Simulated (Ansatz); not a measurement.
# LaAl2Ag3: the cost of one run

All numbers below are computed with Ansatz 0.2.0 (DFT r²SCAN, scalar-relativistic, plane waves, PAW).

1 further run of the same task is left out (set aside as unsound or not needed).

## (1) The structure to begin with

The cell holds 25 atoms (CAg12Al8La4): a = 7.076 Å, b = 7.076 Å, c = 9.844 Å, α = 90.00°, β = 90.00°, γ = 101.15°.

Structure file:

```
Ag Al La C
1.0
    -5.46603    0.00000    4.49413
     5.46603    0.00000    4.49413
     0.00000    9.84376    0.00000
Ag Al La C
12 8 4 1
Direct
  0.50000 0.50000 0.32293
  0.75000 0.25000 0.82293
  0.25000 0.75000 0.82293
  0.00000 0.00000 0.32293
  0.00000 0.00000 0.67707
  0.25000 0.75000 0.17707
  0.75000 0.25000 0.17707
  0.50000 0.50000 0.67707
  0.75000 0.75000 0.50000
  0.98948 0.50542 0.99605
  0.50000 0.00000 0.00000
  0.25000 0.25000 0.50000
  0.87500 0.62500 0.25000
  0.12500 0.37500 0.75000
  0.62500 0.87500 0.75000
  0.36636 0.12149 0.24392
  0.87500 0.62500 0.75000
  0.12625 0.37968 0.24810
  0.62500 0.87500 0.25000
  0.37500 0.12500 0.75000
  0.75000 0.25000 0.50000
  0.00349 0.02103 0.99993
  0.49379 0.49513 0.99893
  0.25000 0.75000 0.50000
  0.22496 0.26347 0.04235
```

The host was relaxed before at r²SCAN: a = 5.476 Å, b = 9.855 Å, c = 4.519 Å, α = 90.00°, β = 90.00°, γ = 90.00° (conventional cell), 20.320 Å³/atom.

Places, in fractions of the supercell: C as an interstitial at (0.229, 0.271, 0.042). Its neighbours start displaced at random, with a spread of 0.05 Å in each coordinate.

## (2) The perfect crystal in the supercell of 24 atoms

Input file input.yaml:

```yaml
crystal:
  lattice:
    - [-5.4660294367, 0.0, 4.4941262002]
    - [5.4660294367, 0.0, 4.4941262002]
    - [0.0, 9.843759717, 0.0]
  atoms:
    - { symbol: Ag, position: [0.5, 0.5, 0.3229260555] }
    - { symbol: Ag, position: [0.75, 0.25, 0.8229260555] }
    - { symbol: Ag, position: [0.25, 0.75, 0.8229260555] }
    - { symbol: Ag, position: [0.0, 0.0, 0.3229260555] }
    - { symbol: Ag, position: [0.0, 0.0, 0.6770739445] }
    - { symbol: Ag, position: [0.25, 0.75, 0.1770739445] }
    - { symbol: Ag, position: [0.75, 0.25, 0.1770739445] }
    - { symbol: Ag, position: [0.5, 0.5, 0.6770739445] }
    - { symbol: Ag, position: [0.75, 0.75, 0.5] }
    - { symbol: Ag, position: [0.0, 0.5, 0.0] }
    - { symbol: Ag, position: [0.5, 0.0, 0.0] }
    - { symbol: Ag, position: [0.25, 0.25, 0.5] }
    - { symbol: Al, position: [0.875, 0.625, 0.25] }
    - { symbol: Al, position: [0.125, 0.375, 0.75] }
    - { symbol: Al, position: [0.625, 0.875, 0.75] }
    - { symbol: Al, position: [0.375, 0.125, 0.25] }
    - { symbol: Al, position: [0.875, 0.625, 0.75] }
    - { symbol: Al, position: [0.125, 0.375, 0.25] }
    - { symbol: Al, position: [0.625, 0.875, 0.25] }
    - { symbol: Al, position: [0.375, 0.125, 0.75] }
    - { symbol: La, position: [0.75, 0.25, 0.5] }
    - { symbol: La, position: [0.0, 0.0, 0.0] }
    - { symbol: La, position: [0.5, 0.5, 0.0] }
    - { symbol: La, position: [0.25, 0.75, 0.5] }
basis:
  ecutwfc: 500
  xc_grid: 3
kpoints:
  mp_grid: { grid: [3, 3, 2], shift: [0.0, 0.0, 0.5] }
hamiltonian:
  xc: r2scan
scf:
  occupations: { method: gaussian, width: 0.05 }
output:
  forces: true
  stress: true
  eigenvalues: true
  write_density: true
  write_potential: true
  elf: true
  volumetric_format: npy
```

Started as:

```console
$ ansatz run input.yaml --threads 8 --pin off --max-ram 14336MiB --backend cpu --events-out ev --progress --plain --runs-dir out
```

What time and memory should one allow on 8 threads of Arm Neoverse V2, shared host?

About 8.9 s, with a peak of 2.5 GiB.
